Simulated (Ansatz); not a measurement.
**In3As: a relaxation**

The task: find the equilibrium cell of In3As.

Method: DFT PBE+D3(BJ), scalar-relativistic, plane waves, PAW, in Ansatz 0.2.0.

It takes space group Pm-3m (No. 221, cubic). Conventional cell: a = 4.672 Å, b = 4.672 Å, c = 4.672 Å, α = 90.00°, β = 90.00°, γ = 90.00°. Around In (site symmetry 4/mmm) lie 8 In at 3.30 Å and 4 As at 3.30 Å. As (site symmetry m-3m) has 12 In at 3.30 Å as nearest neighbours.

Coordinates:

```cif
data_structure
_symmetry_space_group_name_H-M 'Pm-3m'
_symmetry_Int_Tables_number 221
_cell_length_a 4.6717
_cell_length_b 4.6717
_cell_length_c 4.6717
_cell_angle_alpha 90.000
_cell_angle_beta 90.000
_cell_angle_gamma 90.000
_cell_volume 101.96
loop_
_atom_site_label
_atom_site_type_symbol
_atom_site_symmetry_multiplicity
_atom_site_Wyckoff_symbol
_atom_site_fract_x
_atom_site_fract_y
_atom_site_fract_z
_atom_site_occupancy
In1 In 3 c 0.00000 0.50000 0.50000 1
As1 As 1 a 0.00000 0.00000 0.00000 1
```

Source of the structure: the Materials Project (structure only).

The structure above is the start of the run; the results belong to its end.

```
            quantity                                                                      value
        relaxed cell  a = 4.602 Å, b = 4.602 Å, c = 4.602 Å, α = 90.00°, β = 90.00°, γ = 90.00°
space group (0.01 Å)                                                            Pm-3m (No. 221)
              volume                                                              24.37 Å³/atom
     gap on the mesh                                                               none (metal)
```

What this shows: The relaxed volume is 4.4 % smaller than at the start.

**Question.** Which input and command would start the relaxation behind these results?

A: The one used for the relaxation. It is one of several that fit.

Contents of input.yaml:

```yaml
crystal:
  lattice:
    - [4.671681, 0.0, 0.0]
    - [0.0, 4.671681, 0.0]
    - [0.0, 0.0, 4.671681]
  atoms:
    - { symbol: In, position: [0.0, 0.5, 0.5] }
    - { symbol: In, position: [0.5, 0.0, 0.5] }
    - { symbol: In, position: [0.5, 0.5, 0.0] }
    - { symbol: As, position: [0.0, 0.0, 0.0] }
basis:
  ecutwfc: 420
kpoints:
  mp_grid: { grid: [10, 10, 10] }
hamiltonian:
  xc: pbe
  dispersion: d3bj
scf:
  occupations: { method: gaussian, width: 0.1 }
output:
  forces: true
  stress: true
  eigenvalues: true
  write_density: true
  write_potential: true
  elf: true
  volumetric_format: npy
relax:
  adjacent_minimum: "off"
  f_tol: 0.005
  max_steps: 80
  cell: { stress_tol: 0.05 }
```

The run is started by

```bash
ansatz run input.yaml --threads 1 --pin off --max-ram 2560MiB --backend cpu --events-out ev --progress --plain --runs-dir out
```
